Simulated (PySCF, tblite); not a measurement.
**C₄H₁₂Si, a small molecule taken as a stand-in for a surface group (carbon-backed Si): NMR shifts, core binding energies and electronic excitations**

What NMR shifts, core binding energies and electronic excitations should one expect for `C[Si](C)(C)C`?

Programs: tblite 0.8.0 and PySCF 2.14.0. All values are calculated, for the isolated system unless a continuum is named. Atoms count from 0, parts from 1.

### 1 Starting point

17 atoms, charge 0, multiplicity 1; geometry: distance geometry start.

### 2 Geometry optimisation with GFN2-xTB

What the job is given:

```
{"job": {"kind": "relax", "xc": "GFN2-xTB", "basis": "xTB"}, "charge": 0, "multiplicity": 1}
C     -0.849354    -1.073998    -0.498417
Si    -0.004849     0.393384     0.180016
C      1.794670     0.053464     0.381424
C     -0.188487     1.831416    -0.984730
C     -0.702687     0.843960     1.816566
H     -1.750926    -1.233703     0.004547
H     -1.052141    -0.926150    -1.511619
H     -0.263744    -1.899542    -0.371581
H      2.298115     0.899372     0.634001
H      1.889291    -0.697160     1.141398
H      2.163568    -0.341678    -0.502494
H     -1.067045     2.327646    -0.759316
H      0.619807     2.448856    -0.872705
H     -0.210236     1.463491    -1.960676
H     -1.138464    -0.001247     2.246994
H      0.014254     1.209122     2.439458
H     -1.479982     1.568682     1.665444
```

Level: GFN2-xTB geometry optimisation, gas phase.

Command:

```
$ OMP_NUM_THREADS=1 python cluster_run.py task.json out
```

The driver reads the jobs from task.json and runs them one after another.

**Question.** The jobs that follow are: PBE0-D3(BJ)/def2-SVP geometry optimisation, gas phase; GIAO PBE0/pcSseg-1 NMR shielding, non-relativistic, gas phase; delta-SCF UKS SCAN, pcX-2 on the ionised atom, pcseg-1 elsewhere, spin-free X2C; TDDFT CAM-B3LYP/def2-SVPD, vertical, gas phase, core orbitals frozen in the response. Predict: point group; rotational constants (main isotopes); ²⁹Si shifts against TMS (PBE0/pcSseg-1); shieldings of C, H (PBE0/pcSseg-1, a mean where the table joins atoms); C1s binding energies, SCAN/pcX-2; Si2p binding energies, SCAN/pcX-2; lowest singlet (CAM-B3LYP/def2-SVPD); brightest single state of those computed; lowest triplet; vertical ionisation energy (ΔSCF).

The runs gave:

| quantity | value |
| --- | --- |
| point group | Td |
| rotational constants (main isotopes) | 3.08, 3.08, 3.08 GHz |
| ²⁹Si shifts against TMS (PBE0/pcSseg-1) | -0.1 ppm |
| shieldings of C, H (PBE0/pcSseg-1, a mean where the table joins atoms) | C0 184.4, H5 31.3 ppm |
| C1s binding energies, SCAN/pcX-2 | C0 289.80 eV |
| Si2p binding energies, SCAN/pcX-2 | Si1 105.93 eV |
| lowest singlet (CAM-B3LYP/def2-SVPD) | 7.99 eV (155 nm), f = 0.081 |
| brightest single state of those computed | state 3, 7.99 eV, f = 0.082 |
| lowest triplet | 7.80 eV |
| vertical ionisation energy (ΔSCF) | 10.43 eV |

In words: Relaxing lowered the energy by 0.178 eV in 9 steps; the close pair that moved most is C0–H7, from 1.055 to 1.102 Å (PBE0/def2-SVP). The lowest singlet, at 7.99 eV, is HOMO→LUMO 0.88 and is bright; of the 6 states computed, the strongest absorption comes from states 1 to 3 together at 7.99 eV. The lowest triplet lies 0.19 eV below the lowest singlet (triplets in Tamm-Dancoff, singlets in full TDDFT). The orbital energy would give 9.73 eV for ionisation, ΔSCF gives 10.43 eV. A capped cluster stands for the solid here, so long-range fields and strain are missing, and bands or shifts of the capping hydrogens have no counterpart in it.
